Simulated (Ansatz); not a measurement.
**CH3OSSb: one species, many methods**

Aim: compute CH3OSSb with functionals from several rungs and with coupled cluster. The yardstick is the atomisation energy at the CCSD(T) limit.

Program: Ansatz 0.2.0, Gaussian basis. Level of theory: functionals in def2-TZVPP, the program's frozen cores in correlated methods. These are calculated values, not measurements.

Plan: LDA (SPW92), PBE-D4, revPBE-D4, BLYP-D4, r2SCAN-D4, B97M-V, PBE0-D4, B3LYP-D4, r2SCANh-D4, r2SCAN0-D4, HSE06-D4, BHLYP-D4, CAM-B3LYP-D4, LC-ωPBE, ωB97X-V, ωB97M-V, B2PLYP, PBE-QIDH; CCSD(T)/def2-SVP; CCSD(T)/def2-TZVPP; MP2/def2-QZVPP; extrapolation to the limit; RPA on PBE.

### Step 1. The relaxed structure

All runs share one geometry, relaxed beforehand with PBE0-D4 in a triple-zeta def2 set. Sb takes the def2 core potential; no spin-orbit term is included.

SMILES `O=[C](S)[SbH2]`, 7 atoms, charge 0, spin multiplicity 1.

Atoms are counted from 1 here; the program's logs count them from 0.

Bond lengths: O1–C2 1.192 Å, C2–S3 1.787 Å, C2–Sb4 2.222 Å, S3–H5 1.341 Å, Sb4–H6 1.711 Å, Sb4–H7 1.704 Å. Angles: O1–C2–S3 120.3°, O1–C2–Sb4 119.8°, S3–C2–Sb4 119.7°, C2–S3–H5 96.1°, C2–Sb4–H6 94.1°, C2–Sb4–H7 90.3°, H6–Sb4–H7 91.4°.

### Step 2. LDA

This LDA is Slater exchange with PW92 correlation.

Input file in.yaml:

```yaml
crystal:
  periodic: [false, false, false]
  atoms:
    - {symbol: O, position_ang: [-0.037255, -2.094248, 0.125405]}
    - {symbol: C, position_ang: [0.191774, -0.934278, 0.277616]}
    - {symbol: S, position_ang: [1.805117, -0.397740, 0.827119]}
    - {symbol: Sb, position_ang: [-1.436695, 0.555401, 0.018907]}
    - {symbol: H, position_ang: [1.550565, 0.916908, 0.751796]}
    - {symbol: H, position_ang: [-0.377842, 1.816670, -0.444373]}
    - {symbol: H, position_ang: [-1.634266, 0.069188, -1.602270]}
basis:
  gaussian: {orbitals: def2-TZVPP}
hamiltonian: {xc: lda}
output: {orbitals: {seedname: orbitals}}
```

Launch:

```sh
$ ansatz run in.yaml --threads 2 --pin off --events-out ev --progress --plain --max-ram 4352MiB
```

Further steps of the session: PBE-D4 (GGA); revPBE-D4 (GGA); BLYP-D4 (GGA); r2SCAN-D4 (meta-GGA); B97M-V (meta-GGA); PBE0-D4 (hybrid); B3LYP-D4 (hybrid); r2SCANh-D4 (hybrid); r2SCAN0-D4 (hybrid); HSE06-D4 (hybrid); BHLYP-D4 (hybrid); CAM-B3LYP-D4 (range-separated); LC-ωPBE (range-separated); ωB97X-V (range-separated); ωB97M-V (range-separated); B2PLYP (double hybrid); PBE-QIDH (double hybrid); CCSD(T) in def2-SVP; CCSD(T) in def2-TZVPP; MP2 in def2-QZVPP; RPA on PBE orbitals.

Q: Predict the results of all the runs planned. Wanted: atomisation energy, CCSD(T)/CBS; farthest beyond LDA; mean size of error, GGA; mean size of error, meta-GGA; mean size of error, hybrid; mean size of error, range-separated; mean size of error, double hybrid; gap, smallest and largest; T1 diagnostic.

The runs gave:

| quantity | value |
| --- | --- |
| atomisation energy, CCSD(T)/CBS | 22.760 eV |
| functionals within 0.228 eV (1.0 %) | r2SCAN-D4, PBE0-D4, B3LYP-D4, r2SCANh-D4, HSE06-D4, CAM-B3LYP-D4, ωB97X-V, ωB97M-V |
| farthest beyond LDA | BHLYP-D4 (-1.240 eV) |
| mean size of error, GGA | 0.685 eV |
| mean size of error, meta-GGA | 0.304 eV |
| mean size of error, hybrid | 0.386 eV |
| mean size of error, range-separated | 0.194 eV |
| mean size of error, double hybrid | 0.435 eV |
| gap, smallest and largest | 3.47 eV (LDA (SPW92)), 10.00 eV (LC-ωPBE) |
| T1 diagnostic | 0.0172 |
| triples share of the correlation energy | 4.2 % |

**Reading.** LDA overbinds by 4.758 eV (21 %). PBE-D4 misses by +1.095 eV. Double hybrids carry the basis error of their MP2 part in triple zeta, and no dispersion term here, so their miss is partly the set-up's. By mean error the best rung here is range-separated (0.194 eV) and the worst beyond LDA is GGA (0.685 eV). The gap between the best rungs is small, so their order is not settled. The reference freezes the cores and leaves out spin-orbit coupling and excitations past (T), and its outer-core shells are covered unevenly, so misses under about 0.228 eV can't be ranked. All levels share the lack of spin-orbit coupling, which lowers the free heavy atoms and so the true binding. Hartree-Fock recovers 61 % of the binding; the rest is correlation. CCSD(T) in def2-SVP is off by -2.108 eV, so the small basis spoils what the method gains. Orbital gaps span 3.5 to 10.0 eV; exact exchange widens them. Correlated methods include outer-core shells of Sb, which these sets cover unevenly.
